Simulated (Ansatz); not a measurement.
# BN (Qingsongite): the cost of one run

Computed with the Python package of Ansatz 0.2.0. Level of theory: DFT LDA, plane waves, norm-conserving potentials.

### 1 Starting point

Symmetry: F-43m, No. 216, cubic system. The conventional cell has a = 3.615 Å, b = 3.615 Å, c = 3.615 Å, α = 90.00°, β = 90.00°, γ = 90.00°. B (site symmetry -43m) is surrounded by 4 N at 1.57 Å. Around N (site symmetry -43m) lie 4 B at 1.57 Å.

The script holds or builds the structure itself.

### 2 The code

Input file run_eos.py:

```python
'''Energy against volume for BN, with a fit.'''

import ansatz
import numpy as np
from scipy.optimize import curve_fit

FUNCTIONAL = 'lda'
FILLING = 'fixed'
KMESH = (8, 8, 8)

vectors0 = np.array([
    [0.0, 1.8075, 1.8075],
    [1.8075, 0.0, 1.8075],
    [1.8075, 1.8075, 0.0],
])
sites = [
    ('B', [0.0, 0.0, 0.0]),
    ('N', [0.25, 0.25, 0.25]),
]


def on_lattice(cell):
    crystal = ansatz.Crystal(lattice=ansatz.Lattice.of(cell))
    for symbol, position in sites:
        crystal = crystal.atom(symbol, position)
    return crystal

def vinet(v, e0, v0, b0, b1):
    eta = (v / v0) ** (1 / 3)
    return e0 + 2 * b0 * v0 / (b1 - 1) ** 2 * (2 - (5 + 3 * b1 * (eta - 1) - 3 * eta) * np.exp(-1.5 * (b1 - 1) * (eta - 1)))


def main() -> None:
    # uniform scaling of the cell
    volumes, energies = [], []
    for scale in np.linspace(0.9, 1.1, 9):
        cell = vectors0 * scale ** (1 / 3)
        model = on_lattice(cell).calculation()
        model = model.functional(FUNCTIONAL)
        model = model.pseudopotentials('nc').occupations(FILLING)
        model = model.mixing('broyden').kpoints(*KMESH)
        data = model.run(threads=1).report
        volumes.append(abs(np.linalg.det(cell)) / len(sites))
        energies.append(data['free_energy_ev'] / len(sites))
        print(f'V = {volumes[-1]:8.4f} A^3/atom  F = {energies[-1]:.5f} eV/atom')

    guess = (min(energies), volumes[int(np.argmin(energies))], 0.5, 4.5)
    (e0, v0, b0, b1), _ = curve_fit(vinet, np.array(volumes), np.array(energies), p0=guess, maxfev=20000)
    print(f'Vinet fit: V0 = {v0:.4f} A^3/atom, B0 = {160.21766 * b0:.1f} GPa, B1 = {b1:.2f}')
    print('largest residual', round(1000 * float(np.abs(vinet(np.array(volumes), e0, v0, b0, b1) - energies).max()), 3), 'meV/atom')


if __name__ == '__main__':
    main()
```

### 3 The calls as engine input

The package turns the script's settings into the engine's input (first run):

```yaml
crystal:
  lattice:
    - [0.0, 1.7451220626746757, 1.7451220626746757]
    - [1.7451220626746757, 0.0, 1.7451220626746757]
    - [1.7451220626746757, 1.7451220626746757, 0.0]
  atoms:
    - { symbol: B, position: [0.0, 0.0, 0.0] }
    - { symbol: "N", position: [0.25, 0.25, 0.25] }
kpoints:
  mp_grid:
    grid: [8, 8, 8]
hamiltonian:
  xc: lda
  pseudopotentials:
    kind: nc
scf:
  mixing:
    algorithm: broyden
  occupations:
    method: fixed
```

### 4 Running it

The run is started by

```console
$ python run_eos.py
```

Q: Estimate wall time and peak memory on 1 thread of Intel Xeon Platinum 8488C (Sapphire Rapids), shared host.

About 5.2 s, with a peak of 0.38 GiB.
